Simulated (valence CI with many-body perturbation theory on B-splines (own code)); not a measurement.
**Levels and ionisation energy of Ce⁵³⁺**

Aim: the low levels of Ce⁵³⁺, its ionisation energy, and how pure its levels are, set against NIST.

Program: an in-house CI+MBPT code version 3. Level of theory: configuration interaction of the valence electrons, many-body perturbation theory for a frozen closed Dirac-Fock core, no-pair Dirac Hamiltonian, B-spline basis. These are calculated values, not measurements, unless marked.

### 1 The system

| Quantity | Value |
| --- | --- |
| element | cerium (Z = 58, A = 140) |
| charge | +53 |
| frozen core | [He] |
| start configuration of the valence electrons | 2s2 2p1 |
| nuclear rms radius | 4.8771 fm |

### 2 The run

The run's settings:

```ini
atom Ce  Z=58  mass_number=140  rms_radius_fm=4.8771
core [He]
valence 2s2 2p1
avg = 1
basis = L
breit = 1
cap = 40000
capref = 1200
cscale = 1
de = 0.0
dress = 0
eps = 2e-08
h = 0.27
hh = 1
l2 = 3
lcore = 6
maxit = 60
n2 = 5
natural = 1
nlev = 60
nno = [7, 7, 6, 5, 4, 2, 1]
nroot = 26
nsp = [4, 4, 3, 2, 1, 0, 0]
pt2 = 1
qed = 1
rpa = 1
s1 = 1
s2 = 1
s3 = 1
screen = 1
tol = 2e-05
```

Command:

```bash
$ python run_cv.py task.json out
```

task.json holds these settings.

Standard output:

```text
rmax 1.6 intervals 55 orbitals 81 references ['2s2 2p', '2s 2p2', '2p3'] scf 2
2J=0 par=0 roots 2 ref 18 generators 3 cand 364/364 P 357/357 nnz 0 it 0
2J=0 par=0 roots 2 ref 18 generators 3 cand 25/25 P 369/369 nnz 0 it 0
   second order: generators 3 cand 13/13 e2 -0.00000 -0.00000
2J=0 par=1 roots 2 ref 16 generators 3 cand 314/314 P 300/300 nnz 0 it 0
2J=0 par=1 roots 2 ref 16 generators 5 cand 30/30 P 316/316 nnz 0 it 0
   second order: generators 6 cand 14/14 e2 -0.00000 -0.00000
2J=2 par=1 roots 2 ref 41 generators 2 cand 828/828 P 754/754 nnz 0 it 0
2J=2 par=1 roots 2 ref 41 generators 2 cand 115/115 P 818/818 nnz 0 it 0
   second order: generators 2 cand 51/51 e2 -0.00000 -0.00000
reference levels 513, estimated 426, window 56002178 1/cm; series limit 73967533, core excitation 281944286
2J=1 par=1 roots 15 ref 48 generators 13 cand 6052/9074 P 5432/7999 nnz 5.9e+06 it 4
2J=1 par=1 roots 15 ref 48 generators 13 cand 2837/4273 P 6421/9575 nnz 8.3e+06 it 4
   second order: generators 15 cand 3407/5004 e2 -0.00001 -0.00000
2J=1 par=0 roots 16 ref 50 generators 15 cand 5997/8994 P 5361/8000 nnz 5.9e+06 it 5
2J=1 par=0 roots 16 ref 50 generators 15 cand 2950/4334 P 6533/9847 nnz 8.9e+06 it 4
   second order: generators 19 cand 4883/7184 e2 -0.00001 -0.00000
2J=3 par=1 roots 21 ref 72 generators 16 cand 8405/16997 P 4028/8000 nnz 6.6e+06 it 5
2J=3 par=1 roots 21 ref 72 generators 16 cand 6251/12708 P 7506/15595 nnz 2.3e+07 it 5
   second order: generators 17 cand 3727/6601 e2 -0.00001 -0.00000
2J=3 par=0 roots 19 ref 70 generators 13 cand 8427/16985 P 4004/7999 nnz 6.6e+06 it 5
2J=3 par=0 roots 19 ref 70 generators 14 cand 6252/12696 P 7433/15423 nnz 2.2e+07 it 6
   second order: generators 18 cand 6426/14221 e2 -0.00002 -0.00000
2J=5 par=0 roots 14 ref 66 generators 13 cand 9330/20927 P 3702/7999 nnz 6.9e+06 it 5
2J=5 par=0 roots 14 ref 66 generators 13 cand 7384/16633 P 7194/16557 nnz 2.7e+07 it 7
   second order: generators 15 cand 6498/16530 e2 -0.00001 -0.00000
2J=5 par=1 roots 13 ref 62 generators 9 cand 9318/20997 P 3719/7999 nnz 6.8e+06 it 5
2J=5 par=1 roots 13 ref 62 generators 10 cand 7380/16700 P 7144/16458 nnz 2.6e+07 it 8
   second order: generators 12 cand 6470/15358 e2 -0.00001 -0.00000
2J=7 par=1 roots 6 ref 43 generators 5 cand 7182/17874 P 3451/8000 nnz 7.8e+06 it 5
2J=7 par=1 roots 6 ref 43 generators 5 cand 5035/12645 P 5018/12219 nnz 1.7e+07 it 5
   second order: generators 6 cand 4816/13199 e2 -0.00001 -0.00001
2J=7 par=0 roots 5 ref 41 generators 5 cand 7183/17853 P 3400/7999 nnz 8e+06 it 5
2J=7 par=0 roots 5 ref 41 generators 5 cand 5015/12415 P 4746/11710 nnz 1.7e+07 it 5
   second order: generators 9 cand 7720/22158 e2 -0.00002 -0.00000
2J=9 par=1 roots 2 ref 20 generators 2 cand 4630/12560 P 2369/5350 nnz 3.5e+06 it 4
2J=9 par=1 roots 2 ref 20 generators 2 cand 3459/9729 P 3010/7208 nnz 6.7e+06 it 4
   second order: generators 4 cand 6080/16645 e2 -0.00001 -0.00001
2J=9 par=0 roots 2 ref 23 generators 2 cand 3196/8221 P 2475/5844 nnz 5.4e+06 it 4
2J=9 par=0 roots 2 ref 23 generators 2 cand 1975/4900 P 2898/6948 nnz 7.8e+06 it 4
   second order: generators 4 cand 3797/10165 e2 -0.00001 -0.00001
left out: unestimated 77893759, estimated 61274320, shifts from estimates -21 to 72
```

Run time: 2.8 min. Hardware: 1 thread of Intel Xeon Platinum 8259CL at 2.50GHz (Skylake/Cascade Lake), shared host; peak memory 0.68 GiB.

In the log, the blocks before «reference levels» are the next ion; each later block is one J and parity (par 1 is odd): roots sought, reference size, generators, candidates and the variational space P (configurations/state functions), Hamiltonian entries, Davidson iterations; e2 is the second-order remainder in hartree. Σ1, Σ2 and Σ3 are the one-, two- and three-electron terms by which the core's correlation enters. In the settings nsp and nno count spectroscopic and correlating orbitals by l, and s1, s2, s3 switch or scale the Σ terms.

### 3 The level list

Levels from the run's result record, above the lowest; ° marks odd parity; each level is named by its leading configuration and LS term. The first 24 of 109 are listed.

| # | level | configuration weight | term weight | energy (eV) | g | lifetime (s) |
| --- | --- | --- | --- | --- | --- | --- |
| 0 | 2s2 2p ²P° 1/2 | 1.00 | 1.00 | 0.00 | 0.636 | - |
| 1 | 2s 2p2 ⁴P 1/2 | 1.00 | 0.55 | 182.35 | 2.132 | 8.35e-11 |
| 2 | 2s2 2p ²P° 3/2 | 0.99 | 1.00 | 490.82 | 1.312 | 4.95e-10 |
| 3 | 2s 2p2 ⁴P 3/2 | 1.00 | 0.92 | 617.97 | 1.647 | 1.25e-10 |
| 4 | 2s 2p2 ²D 5/2 | 1.00 | 0.59 | 651.91 | 1.340 | 2.04e-10 |
| 5 | 2s 2p2 ²P 1/2 | 1.00 | 0.70 | 705.68 | 1.235 | 6.65e-13 |
| 6 | 2s 2p2 ²D 3/2 | 1.00 | 0.65 | 706.39 | 0.970 | 8.01e-13 |
| 7 | 2p3 ²P° 3/2 | 0.99 | 0.47 | 899.79 | 1.345 | 1.00e-12 |
| 8 | 2s 2p2 ⁴P 5/2 | 1.00 | 0.59 | 1126.8 | 1.414 | 3.66e-12 |
| 9 | 2s 2p2 ²S 1/2 | 1.00 | 0.69 | 1207.2 | 1.897 | 8.18e-13 |
| 10 | 2s 2p2 ²P 3/2 | 1.00 | 0.63 | 1208.2 | 1.185 | 4.67e-13 |
| 11 | 2p3 ⁴S° 3/2 | 1.00 | 0.55 | 1355.5 | 1.439 | 5.07e-13 |
| 12 | 2p3 ²D° 5/2 | 1.00 | 1.00 | 1376.1 | 1.177 | 5.67e-13 |
| 13 | 2p3 ²P° 1/2 | 1.00 | 1.00 | 1417.9 | 0.637 | 4.45e-13 |
| 14 | 2p3 ²P° 3/2 | 1.00 | 0.53 | 1880.9 | 1.287 | 3.40e-13 |
| 15 | 2s2 3s ²S 1/2 | 0.97 | 0.99 | 6083.7 | 1.990 | 1.07e-14 |
| 16 | 2s2 3p ²P° 1/2 | 0.95 | 0.99 | 6146.2 | 0.668 | 2.68e-13 |
| 17 | 2s 2p 3s ⁴P° 1/2 | 0.98 | 0.86 | 6206.5 | 2.374 | 1.20e-14 |
| 18 | 2s 2p 3s ⁴P° 3/2 | 0.96 | 0.60 | 6226.0 | 1.550 | 1.09e-14 |
| 19 | 2s 2p 3s ²P° 1/2 | 0.99 | 0.95 | 6249.2 | 0.730 | 1.50e-14 |
| 20 | 2s 2p 3p ⁴D 1/2 | 1.00 | 0.72 | 6259.2 | 0.266 | 1.49e-14 |
| 21 | 2s 2p 3p ⁴D 3/2 | 0.98 | 0.42 | 6280.6 | 1.112 | 4.75e-15 |
| 22 | 2s2 3p ²P° 3/2 | 0.94 | 0.96 | 6293.3 | 1.336 | 1.04e-13 |
| 23 | 2s 2p 3p ⁴P 1/2 | 0.99 | 0.48 | 6311.9 | 1.971 | 1.17e-14 |

### 4 The Hamiltonian term by term

The same run repeats the diagonalisation with simpler Hamiltonians; each column adds a term to the one before, and the last is the full result. Excitation energies in eV:

| level | valence CI alone | + Σ1 | + Σ2 | + Σ3 | + Breit | full, with QED |
| --- | --- | --- | --- | --- | --- | --- |
| 2s 2p2 ⁴P 1/2 | 181.99 | 181.72 | 181.62 | 181.61 | 190.13 | 182.35 |
| 2s2 2p ²P° 3/2 | 498.03 | 498.15 | 498.15 | 498.14 | 490.14 | 490.82 |
| 2s 2p2 ⁴P 3/2 | 624.91 | 624.75 | 624.71 | 624.72 | 624.90 | 617.97 |
| 2s 2p2 ²D 5/2 | 663.82 | 663.66 | 663.58 | 663.57 | 658.85 | 651.91 |
| 2s 2p2 ²P 1/2 | 712.59 | 712.44 | 712.14 | 712.09 | 712.67 | 705.68 |
| 2s 2p2 ²D 3/2 | 716.15 | 716.00 | 715.79 | 715.75 | 713.36 | 706.39 |
| 2p3 ²P° 3/2 | 908.28 | 907.85 | 907.46 | 907.41 | 914.37 | 899.79 |
| 2s 2p2 ⁴P 5/2 | 1143.5 | 1143.5 | 1143.4 | 1143.4 | 1132.9 | 1126.8 |
| ionisation energy (eV) | 10848.8 | 10849.3 | 10849.2 | 10849.1 | 10834.6 | 10834.6 |

### 5 A choice of lines

Listed are the E1 lines of largest gf, the fastest ones to the lowest level and a few forbidden lines. Rates are at computed energies, electric ones in the length gauge, E1 and E2 with static core polarisation; wavelengths are in vacuum.

| upper | lower | type | λ (nm) | A (1/s) | branching |
| --- | --- | --- | --- | --- | --- |
| 31: 2s 2p 3p ²P 1/2 | 0: 2s2 2p ²P° 1/2 | E1 | 0.1919 | 1.29e+14 | 0.81 |
| 29: 2s 2p 3p ²D 3/2 | 0: 2s2 2p ²P° 1/2 | E1 | 0.1925 | 1.61e+14 | 0.99 |
| 24: 2s2 3d ²D 3/2 | 0: 2s2 2p ²P° 1/2 | E1 | 0.1956 | 4.71e+14 | 0.82 |
| 62: 2s 2p 3d ⁴F° 7/2 | 4: 2s 2p2 ²D 5/2 | E1 | 0.1966 | 5.22e+14 | 0.99 |
| 21: 2s 2p 3p ⁴D 3/2 | 0: 2s2 2p ²P° 1/2 | E1 | 0.1974 | 2.09e+14 | 1.00 |
| 92: 2p2 3d ²D 5/2 | 7: 2p3 ²P° 3/2 | E1 | 0.1979 | 6.23e+14 | 0.98 |
| 25: 2s2 3d ²D 5/2 | 2: 2s2 2p ²P° 3/2 | E1 | 0.2106 | 5.83e+14 | 1.00 |
| 35: 2s 2p 3d ⁴P° 5/2 | 3: 2s 2p2 ⁴P 3/2 | E1 | 0.2108 | 5.04e+14 | 0.87 |
| 73: 2s 2p 3d ²F° 7/2 | 8: 2s 2p2 ⁴P 5/2 | E1 | 0.2109 | 8.06e+14 | 0.97 |
| 37: 2s 2p 3d ⁴F° 7/2 | 4: 2s 2p2 ²D 5/2 | E1 | 0.2113 | 5.49e+14 | 1.00 |
| 79: 2s 2p 3d ²D° 5/2 | 10: 2s 2p2 ²P 3/2 | E1 | 0.2116 | 8.18e+14 | 0.98 |
| 99: 2p2 3d ²D 5/2 | 11: 2p3 ⁴S° 3/2 | E1 | 0.2118 | 5.42e+14 | 0.64 |
| 100: 2p2 3d ²F 7/2 | 12: 2p3 ²D° 5/2 | E1 | 0.2124 | 8.75e+14 | 1.00 |
| 38: 2s 2p 3d ²F° 5/2 | 6: 2s 2p2 ²D 3/2 | E1 | 0.2128 | 4.39e+14 | 0.80 |
| 44: 2p2 3d ²D 5/2 | 7: 2p3 ²P° 3/2 | E1 | 0.2129 | 5.27e+14 | 1.00 |
| 16: 2s2 3p ²P° 1/2 | 2: 2s2 2p ²P° 3/2 | E2 | 0.2192 | 6.86e+11 | 0.18 |
| 2: 2s2 2p ²P° 3/2 | 0: 2s2 2p ²P° 1/2 | M1 | 2.526 | 5.42e+08 | 0.27 |
| 67: 2s 2p 3d ⁴F° 9/2 | 37: 2s 2p 3d ⁴F° 7/2 | M1 | 2.716 | 5.23e+08 | 0.02 |
| 3: 2s 2p2 ⁴P 3/2 | 1: 2s 2p2 ⁴P 1/2 | M1 | 2.846 | 5.39e+08 | 0.07 |

### 6 What came out

| quantity | computed | tabulated |
| --- | --- | --- |
| lowest level | 2s2 2p ²P° 1/2 | 2p ²P°1/2 |
| first excitation | 2s 2p2 ⁴P 1/2, 182.35 eV | - |
| ionisation energy, to 2s2 ¹S J = 0 | 10835 eV | 10840 ± 5 eV (tabulated theoretical) |
| dipole polarisability of the lowest level | 0.0004911 bohr³ | - |
| hyperfine A/(μ/I) of the lowest level | 2709870 MHz | - |
| no level missing from the run's list below | 7597.0 eV | - |

**Reading.** The ionisation energy is 5.4 eV (0.05 %) below the NIST entry, whose uncertainty is 5 eV. Of the added terms Breit moves the ionisation energy most, by -14.5 eV. The lowest level is 100 % 2s2 2p. Cautions: by estimate large intervals hold to a few tenths of a per cent, small ones and the rates on them less well.
